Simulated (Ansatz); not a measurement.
A first try at a rigid torsion scan of AlF₂H₂N, SMILES [NH2][Al]([F])[F], using the Ansatz DFT code, driven from Python.

`run_torsion.py`:
```python
# -*- coding: utf-8 -*-
'''Rigid torsion scan of AlF2H2N.'''

import logging
import sys
import warnings

import ansatz as az
from ase import Atoms

logging.basicConfig(stream=sys.stdout, format='%(levelname)s %(message)s')
logger = logging.getLogger('calc')
logger.setLevel(logging.INFO)

warnings.simplefilter('ignore', az.DeckWarning)

atoms = Atoms(['N', 'Al', 'F', 'F', 'H', 'H'], positions=[
    (-0.6694, 0.8768, -0.0189),
    (0.2072, -0.7432, 0.13),
    (1.6617, -0.8461, 1.1323),
    (-0.3206, -2.1871, -0.7399),
    (-0.1661, 1.6219, 0.4885),
    (-0.6708, 1.2136, -1.0382),
])

# start the scan from a relaxed geometry
first = (
    az.Crystal.molecule_from_ase(atoms).calculation()
    .basis(gaussian='def2-SVP')
    .functional('b3lyp', dispersion='d3bj')
    .relax(force_tolerance=0.02, max_steps=30)
)
atoms.positions = first.report['positions_ang']

start = atoms.get_dihedral(4, 0, 1, 2)
energies = {}
for turn in range(0, 360, 40):
    turned = atoms.copy()
    turned.set_dihedral(4, 0, 1, 2, start + turn, indices=[1, 2, 3])
    base = (
        az.Crystal.molecule_from_ase(turned).calculation()
        .basis(gaussian='def2-SVP')
        .functional('b3lyp', dispersion='d3bj')
    )
    energies[round((start + turn) % 360)] = base.run(threads=1).report['free_energy_ev']
floor = min(energies.values())
logger.info('dihedral H4-N0-Al1-F2 (deg)   E - E(min) (kcal/mol)')
for angle, e in sorted(energies.items()):
    logger.info(f'{angle:8d} {23.060548 * (e - floor):14.3f}  ' + '#' * int(30 * (e - floor) / max(max(energies.values()) - floor, 1e-9)))
```

```console
$ python run_torsion.py
Traceback (most recent call last):
  File "run_torsion.py", line 33, in <module>
    atoms.positions = first.report['positions_ang']
                      ^^^^^^^^^^^^
AttributeError: 'Calculation' object has no attribute 'report'
```

Why does it end like this?

The fault: the calculation is never run. The change:

```diff
--- before
+++ after
@@ -30,5 +30,5 @@
     .functional('b3lyp', dispersion='d3bj')
-    .relax(force_tolerance=0.02, max_steps=30)
+    .relax(force_tolerance=0.02, max_steps=80)
 )
-atoms.positions = first.report['positions_ang']
+atoms.positions = first.run(threads=1).report['positions_ang']
```

The mended script runs so:

Output of `python run_torsion.py`:
```text
INFO dihedral H4-N0-Al1-F2 (deg)   E - E(min) (kcal/mol)
INFO       40          3.168  ############
INFO       80          7.792  #############################
INFO      120          5.999  ######################
INFO      160          0.928  ###
INFO      200          0.866  ###
INFO      240          5.910  ######################
INFO      280          7.828  ##############################
INFO      320          3.265  ############
INFO      360          0.000
```

What to keep in mind:
- The scan is rigid and the energies are electronic, in a modest basis. With rigid groups the curve can differ much from the relaxed path, the start wasn't checked as a minimum of this torsion, and equivalent turns needn't return to the same energy.
- b3lyp holds the VWN-RPA fit, as in Gaussian; the form of ORCA and Turbomole is b3lyp5.
- It ran for 30 s on 1 thread of Arm Neoverse V1, with other jobs on the host, peak memory 0.21 GiB.
